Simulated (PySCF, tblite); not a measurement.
**C4H9PSi2: geometry, infrared bands and NMR shifts**

Wanted: the infrared bands and NMR shifts of C4H9PSi2 (`C#C/C([SiH3])=C\[SiH2]P`), by calculation.

The runs use tblite 0.8.0 and PySCF 2.14.0, with density-fitted response routines of our own; the level of theory stands in each step. All values are computed, except where a source is named. Atoms are numbered from 0 throughout.

## (1) Starting geometry

16 atoms, charge 0, multiplicity 1; geometry from: force field or distance geometry start.

Bonds of the start (Å): C0–C1 1.21, C1–C2 1.42, C2–Si3 1.88, C2–C4 1.34, C4–Si5 1.83, Si5–P6 2.22, C0–H7 1.06, Si3–H8 1.48, Si3–H9 1.48, Si3–H10 1.49, C4–H11 1.08, Si5–H12 1.49, Si5–H13 1.48, P6–H14 1.42, P6–H15 1.41.

## (2) Relaxing the molecule with GFN2-xTB

What the job is given:

```
{"job": {"kind": "relax", "xc": "GFN2-xTB", "basis": "xTB"}, "charge": 0, "multiplicity": 1}
C     -0.704500    -2.485000    -0.488600
C     -0.783200    -1.296000    -0.292700
C     -0.832700     0.100200    -0.032000
Si    -2.453200     0.886700    -0.563700
C      0.168800     0.796000     0.528800
Si     1.805500     0.208100     1.088900
P      3.058700    -0.155700    -0.708100
H     -0.646300    -3.525900    -0.662900
H     -2.665200     0.697200    -2.012900
H     -2.426200     2.336100    -0.258700
H     -3.590200     0.275200     0.189800
H      0.060400     1.863100     0.690500
H      2.450200     1.272100     1.910400
H      1.703600    -1.034600     1.889800
H      2.723800     1.037400    -1.393600
H      2.123100    -0.965800    -1.383200
```

Run with:

```bash
$ OMP_NUM_THREADS=1 python probes_run.py task.json out
```

This one command runs all jobs of the session in turn.

**Question.** This job is followed by: GFN2-xTB harmonic vibrations, gas phase; GIAO PBE0/pcSseg-1 NMR shielding, non-relativistic, gas phase. What will the session give for the following? strongest single infrared mode (GFN2-xTB); zero-point energy (GFN2-xTB); 13C shifts against TMS (PBE0/pcSseg-1); 1H shifts against TMS (PBE0/pcSseg-1, means over atoms taken as alike); 29Si shifts against TMS (PBE0/pcSseg-1); 31P shifts against H3PO4 (PBE0/pcSseg-1); surface potential, 1st and 99th percentile.

The runs gave:

```
                                                              quantity                             value
                             strongest single infrared mode (GFN2-xTB)             2259 cm⁻¹, 358 km/mol
                                          zero-point energy (GFN2-xTB)                     61.3 kcal/mol
                                13C shifts against TMS (PBE0/pcSseg-1)     166.7, 145.7, 104.6, 87.5 ppm
1H shifts against TMS (PBE0/pcSseg-1, means over atoms taken as alike)  7.47, 4.56, 4.30, 3.80, 1.45 ppm
                               29Si shifts against TMS (PBE0/pcSseg-1)                  -60.3, -63.2 ppm
                              31P shifts against H3PO4 (PBE0/pcSseg-1)                        -299.6 ppm
                                 surface potential, 1st and 99th percentile                -0.96 V and 1.46 V
```

Relaxing lowered the energy by 0.164 eV in 87 steps; the close pair that moved most is C4–Si5, from 1.827 to 1.886 Å. No mode is imaginary among the 42: a minimum at this level. GFN2-xTB is a fitted tight-binding method: band positions and strengths are rough. Its intensities can rank the bands wrongly. H11 (hydrogen on an alkene CH) lies farthest downfield among hydrogen, at 7.47 ppm; attached to an sp2 carbon and in the plane of the double bond. At PBE0/pcSseg-1, counted by nearest atom on the grid, the HOMO lies on P6 39 %; C0, C2, C4 about 11 % each, the LUMO on C2, C4 about 25 % each; C0 13 %.
